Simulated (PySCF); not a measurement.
# C6H5Li (SMILES [Li][c]1ccccc1) at 6 levels

Aim: a comparison of 6 runs (HF/def2-SVP, PBE0/def2-SVP, B3LYP/def2-SVPD, PBE0/aug-cc-pVDZ, MP2/6-31+G*, CCSD/pcseg-1) of C6H5Li. The job is set up through a Python script.

Program for the calculation: PySCF 2.14.0.

1 further run of the same task is left out (set aside as unsound or not needed).

### Step 1. The molecule

C6H5Li: 12 atoms, total charge 0, spin state singlet. As SMILES, `[Li][c]1ccccc1`. Geometry: relaxed at PBE0-D4/def2-TZVP.

Bond lengths: Li1–C2 1.957 Å, C2–C3 1.406 Å, C3–C4 1.391 Å, C4–C5 1.387 Å, C5–C6 1.387 Å, C2–C7 1.406 Å, C6–C7 1.391 Å, C3–H8 1.090 Å, C4–H9 1.086 Å, C5–H10 1.085 Å, C6–H11 1.086 Å, C7–H12 1.091 Å. Some angles: Li1–C2–C3 122.9°, Li1–C2–C7 122.9°, C3–C2–C7 114.3°, C2–C3–C4 123.4°, C3–C4–C5 119.9°, C4–C5–C6 119.0°, C5–C6–C7 119.9°, C2–C7–C6 123.4°, C2–C3–H8 119.8°, C4–C3–H8 116.8°.

### Step 2. Energy and forces at HF/def2-SVP (run 1)

Input file input.py:

```python
# [Li][c]1ccccc1
import pyscf.grad
from pyscf import gto, scf

mol = gto.M(
    atom=[
    ('Li', (-0.095400, -3.322600, -0.358000)),
    ('C', (-0.035800, -1.377800, -0.146300)),
    ('C', (-0.760800, -0.695400, 0.846800)),
    ('C', (-0.727200, 0.685400, 1.007600)),
    ('C', (0.051400, 1.461600, 0.162100)),
    ('C', (0.787100, 0.839100, -0.835300)),
    ('C', (0.735800, -0.543500, -0.974600)),
    ('H', (-1.389800, -1.255100, 1.539800)),
    ('H', (-1.309000, 1.158400, 1.793600)),
    ('H', (0.084600, 2.539800, 0.279200)),
    ('H', (1.401700, 1.433500, -1.505400)),
    ('H', (1.334300, -0.978700, -1.775600)),
],
    basis='def2-svp',
    verbose=4,
    max_memory=1860,
    charge=0,
)

calc0 = scf.RHF(mol)
calc0.conv_tol = 1e-10
calc0.kernel()
if not calc0.converged:
    calc0 = calc0.newton().run(calc0.mo_coeff, calc0.mo_occ)

e_final = calc0.e_tot
print('E = %.10f Eh' % e_final)
grad = calc0.Gradients().kernel()
calc0.analyze()
```

On the command line:

```sh
OMP_NUM_THREADS=1 python input.py
```

Standard output:

```text
PySCF version 2.14.0

[... 89 lines left out ...]
Two-electron Energy =                  293.983567004217321
[... 16 lines left out ...]
MO #13  energy= -0.650934395180846 occ= 2
[... 14 lines left out ...]
MO #28  energy= 0.20104495197034   occ= 0
[... 14 lines left out ...]
MO #43  energy= 0.652540390572199  occ= 0
[... 14 lines left out ...]
MO #58  energy= 0.9402630057295    occ= 0
[... 14 lines left out ...]
MO #73  energy= 1.54951467138108   occ= 0
[... 14 lines left out ...]
MO #88  energy= 2.11910799840691   occ= 0
[... 14 lines left out ...]
MO #103 energy= 2.71156831185844   occ= 0
[... 14 lines left out ...]
MO #118 energy= 4.02394229462296   occ= 0
[... 133 lines left out ...]
Dipole moment(X, Y, Z, Debye): -0.21066, -6.87389, -0.74823
```

Wall time 32 s (1 thread of Intel Xeon at 2.70GHz, shared host); peak memory 0.3 GiB.

### Step 3. Energy and gradient at PBE0/def2-SVP (run 2)

Input file run.py:

```python
# [Li][c]1ccccc1
import pyscf.grad
from pyscf import gto, dft

mol = gto.M(
    atom='''
Li    -0.180280    -6.278804    -0.676522
C     -0.067652    -2.603665    -0.276467
C     -1.437704    -1.314116     1.600220
C     -1.374209     1.295218     1.904088
C      0.097132     2.762024     0.306325
C      1.487403     1.585669    -1.578488
C      1.390460    -1.027066    -1.841727
H     -2.626341    -2.371795     2.909800
H     -2.473651     2.189059     3.389413
H      0.159871     4.799526     0.527612
H      2.648829     2.708922    -2.844794
H      2.521462    -1.849475    -3.355398
''',
    max_memory=1860,
    unit='bohr',
    verbose=4,
    basis='def2-svp',
    spin=0,
    charge=0,
)

mf = dft.RKS(mol, xc='pbe0')
mf.grids.level = 5
mf.conv_tol = 1e-10
mf.kernel()
if not mf.converged:
    mf = mf.newton().run(mf.mo_coeff, mf.mo_occ)

e_final = mf.e_tot
print('E = %.10f Eh' % e_final)
grad = mf.Gradients().kernel()
mf.analyze()
```

On the command line:

```sh
OMP_NUM_THREADS=1 python run.py
```

Standard output:

```text
PySCF version 2.14.0

[... 97 lines left out ...]
Two-electron Energy =                  293.361588297396850
[... 16 lines left out ...]
MO #13  energy= -0.485722865888548 occ= 2
[... 14 lines left out ...]
MO #28  energy= 0.075371066661948  occ= 0
[... 14 lines left out ...]
MO #43  energy= 0.486126565611794  occ= 0
[... 14 lines left out ...]
MO #58  energy= 0.727854887502273  occ= 0
[... 14 lines left out ...]
MO #73  energy= 1.298299711905     occ= 0
[... 14 lines left out ...]
MO #88  energy= 1.85148342276697   occ= 0
[... 14 lines left out ...]
MO #103 energy= 2.38962256796092   occ= 0
[... 14 lines left out ...]
MO #118 energy= 3.65777902584344   occ= 0
[... 133 lines left out ...]
Dipole moment(X, Y, Z, Debye): -0.20282, -6.61921, -0.72057
```

Wall time 92 s (1 thread of Intel Xeon at 2.70GHz, shared host); peak memory 1.3 GiB.

Runs 3 to 5 aren't shown in full; the table further down has their settings and results.

### Step 4. A single-point energy at CCSD/pcseg-1 (run 6)

Input file job.py:

```python
from pyscf import gto, scf, cc

molecule = gto.M(
    atom='''
Li  -0.095400  -3.322600  -0.358000
C   -0.035800  -1.377800  -0.146300
C   -0.760800  -0.695400   0.846800
C   -0.727200   0.685400   1.007600
C    0.051400   1.461600   0.162100
C    0.787100   0.839100  -0.835300
C    0.735800  -0.543500  -0.974600
H   -1.389800  -1.255100   1.539800
H   -1.309000   1.158400   1.793600
H    0.084600   2.539800   0.279200
H    1.401700   1.433500  -1.505400
H    1.334300  -0.978700  -1.775600
''',
    charge=0,
    spin=0,
    max_memory=1860,
    basis='pcseg-1',
    verbose=4,
)

mf = scf.RHF(molecule)
mf.conv_tol = 1e-10
mf.kernel()
if not mf.converged:
    mf = mf.newton().run(mf.mo_coeff, mf.mo_occ)

mycc = cc.CCSD(mf, frozen=6)
mycc.kernel()
e_final = mycc.e_tot
print('Final energy', e_final)
mf.analyze()
```

On the command line:

```sh
OMP_NUM_THREADS=1 python job.py
```

Standard output:

```text
PySCF version 2.14.0

[... 106 lines left out ...]
Two-electron Energy =                  293.874710177743452
[... 16 lines left out ...]
MO #13  energy= -0.657461925064251 occ= 2
[... 14 lines left out ...]
MO #28  energy= 0.177551718873526  occ= 0
[... 14 lines left out ...]
MO #43  energy= 0.625803499135303  occ= 0
[... 14 lines left out ...]
MO #58  energy= 0.915970861515409  occ= 0
[... 14 lines left out ...]
MO #73  energy= 1.55502166462342   occ= 0
[... 14 lines left out ...]
MO #88  energy= 2.24695041427887   occ= 0
[... 14 lines left out ...]
MO #103 energy= 2.78746687748493   occ= 0
[... 14 lines left out ...]
MO #118 energy= 4.18227099364583   occ= 0
[... 133 lines left out ...]
Dipole moment(X, Y, Z, Debye): -0.20897, -6.81875, -0.74223
```

It took 1.9 min on 1 thread of Intel Xeon at 2.70GHz, shared host; peak memory 1.4 GiB.

### Step 5. Overview of the runs

| run | level | integration grid | frozen core orbitals | energy (Eh) | dipole moment (D) of the reference | HOMO energy (eV) | LUMO energy (eV) | wall time |
| --- | --- | --- | --- | --- | --- | --- | --- | --- |
| 1 | HF/def2-SVP | – | – | -237.361444 | 6.92 | -7.65 | 0.07 | 32 s |
| 2 | PBE0/def2-SVP | 5 | – | -238.664976 | 6.66 | -5.40 | -1.11 | 92 s |
| 3 | B3LYP/def2-SVPD | 5 | – | -238.983324 | 6.66 | -5.31 | -1.47 | 3.2 min |
| 4 | PBE0/aug-cc-pVDZ | 5 | – | -238.859447 | 6.67 | -5.53 | -1.24 | 7 min |
| 5 | MP2/6-31+G* (spherical functions) | – | 6 | -238.310309 | 6.90 | -7.68 | -0.32 | 99 s |
| 6 | CCSD/pcseg-1 | – | 6 | -238.290090 | 6.86 | -7.75 | 0.02 | 1.9 min |

### Step 6. Summary of results

```
                                          quantity          value
                               run 6: total energy  -238.29009 Eh
       run 6: dipole moment (Hartree–Fock density)         6.86 D
        run 6: HOMO energy (Hartree–Fock orbitals)       -7.75 eV
        run 6: LUMO energy (Hartree–Fock orbitals)        0.02 eV
      run 6: HOMO–LUMO gap (Hartree–Fock orbitals)        7.76 eV
run 6: correlation energy (6 core orbitals frozen)     -823.6 mEh
                              run 6: T1 diagnostic          0.013
```

**Reading.** Over runs 1, 2, 3, 4 the dipole moment (its size) runs from 6.66 D (B3LYP/def2-SVPD) to 6.92 D (HF/def2-SVP). The two ends differ in method and basis. Over runs 1, 2, 3, 4 the HOMO–LUMO gap runs from 3.84 eV (B3LYP/def2-SVPD) to 7.72 eV (HF/def2-SVP). Totals of different functionals can't be ranked against each other. All runs together took 16 min, the longest 7 min.
